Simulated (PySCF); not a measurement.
# HMgSe: the cost of one run

Computed with PySCF 2.14.0; each step states its level. No surroundings beyond the atoms listed, unless a continuum is named. Atoms count from 0, parts from 1.

## 1. The system as given

3 atoms, charge 1, multiplicity 1; geometry: GFN1-xTB. Parts: 1 = atom 0, `[Mg+2]`, charge 2; 2 = atoms 1–2, `[SeH-]`, charge -1.

## 2. Geometry optimisation at PBE0-D3(BJ)/def2-SVPD

The job: settings as JSON, then the geometry in Å.

```
{"job": {"xc": "PBE0", "basis": "def2-SVPD", "d3": "d3bj", "grid": 2, "kind": "geom", "shake": 0.01}, "charge": 1, "multiplicity": 1, "parts": [{"atoms": "0-0", "charge": 2, "multiplicity": 1}, {"atoms": "1-2", "charge": -1, "multiplicity": 1}]}
Mg    -0.030778     0.106629    -0.002578
Se    -1.444721     0.018907     1.769943
H     -1.105378    -1.354304     2.055449
```

On the command line:

```
OMP_NUM_THREADS=1 python cluster_run.py task.json out
```

The driver reads the jobs from task.json and runs them one after another.

Q: Estimate the wall time and peak memory of this first job on 1 thread of Arm Neoverse V2, shared host.

About 4.3 s, with a peak of 0.32 GiB.
